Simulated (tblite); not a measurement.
# C13H22O6: the cost of one run

Programs: PySCF 2.14.0 with density-fitted response routines of our own, and tblite 0.8.0. All values are computed, except where a source is named. Atoms count from 0 throughout.

## 1. The molecule as given

41 atoms, charge 0, multiplicity 1; geometry from: MMFF94s geometry. This is the first candidate.

Bonds of the start (Å): C0–C1 1.49, C0–H19 1.10, C0–H20 1.11, C0–H21 1.09, C10–H32 1.09, C10–H33 1.10, C10–H34 1.09, C12–C13 1.50, C12–O14 1.23, C13–H35 1.09, C13–H36 1.09, C13–H37 1.09, C16–C17 1.50, C16–O18 1.22, C17–H38 1.10, C17–H39 1.08, C17–H40 1.09, C1–O2 1.22, C1–O3 1.36, C4–C5 1.53, C4–C6 1.53, C4–H22 1.10, C5–H23 1.09, C5–H24 1.09 and more.

## 2. GFN2-xTB relaxation, isomer A, conformer 1

Job settings and geometry (Å):

```
{"job": {"xc": "GFN2-xTB", "basis": "xTB", "kind": "relax"}, "charge": 0, "multiplicity": 1}
C     -2.773700     3.142900     0.435000
C     -2.337700     2.078000    -0.517700
O     -1.471700     2.220100    -1.368800
O     -2.994500     0.921600    -0.253400
C     -2.682800    -0.223000    -1.068400
C     -4.011500    -0.924300    -1.367400
C     -1.730200    -1.166100    -0.335700
C     -0.333000    -0.582200    -0.019300
C      0.523900    -0.424300    -1.290300
C      1.734000     0.489000    -1.054300
C      2.490600     0.699400    -2.371300
O      2.616500    -0.143500    -0.109000
C      3.441000     0.690300     0.594100
C      4.285900    -0.108000     1.536200
O      3.498300     1.913300     0.473300
O      0.338500    -1.531000     0.849000
C      0.161200    -1.367900     2.178600
C      0.913700    -2.433200     2.922100
O     -0.530900    -0.509300     2.710700
H     -2.511600     2.873300     1.466100
H     -3.864600     3.299600     0.348100
H     -2.283000     4.087300     0.183700
H     -2.254200     0.098100    -2.024500
H     -4.701400    -0.248000    -1.875800
H     -3.858900    -1.801300    -1.992100
H     -4.510000    -1.233200    -0.430600
H     -1.607900    -2.096800    -0.899500
H     -2.199000    -1.459500     0.621900
H     -0.427200     0.380300     0.482600
H     -0.073100     0.006700    -2.097000
H      0.874700    -1.409100    -1.615500
H      1.385800     1.458500    -0.671000
H      2.876600    -0.248900    -2.757300
H      3.364700     1.350800    -2.213700
H      1.852500     1.158200    -3.133200
H      3.654000    -0.494800     2.338600
H      5.049900     0.538900     1.967200
H      4.782700    -0.918100     1.005900
H      0.898000    -2.205500     3.993100
H      0.439400    -3.395300     2.760900
H      1.958200    -2.447200     2.603500
```

On the command line:

```
$ OMP_NUM_THREADS=1 python ens_run.py task.json out
```

The driver reads the study from task.json and runs its stages one after another.

**Question.** How long does this first job take on 1 thread of Arm Neoverse V2, shared host?

About 7.6 s.
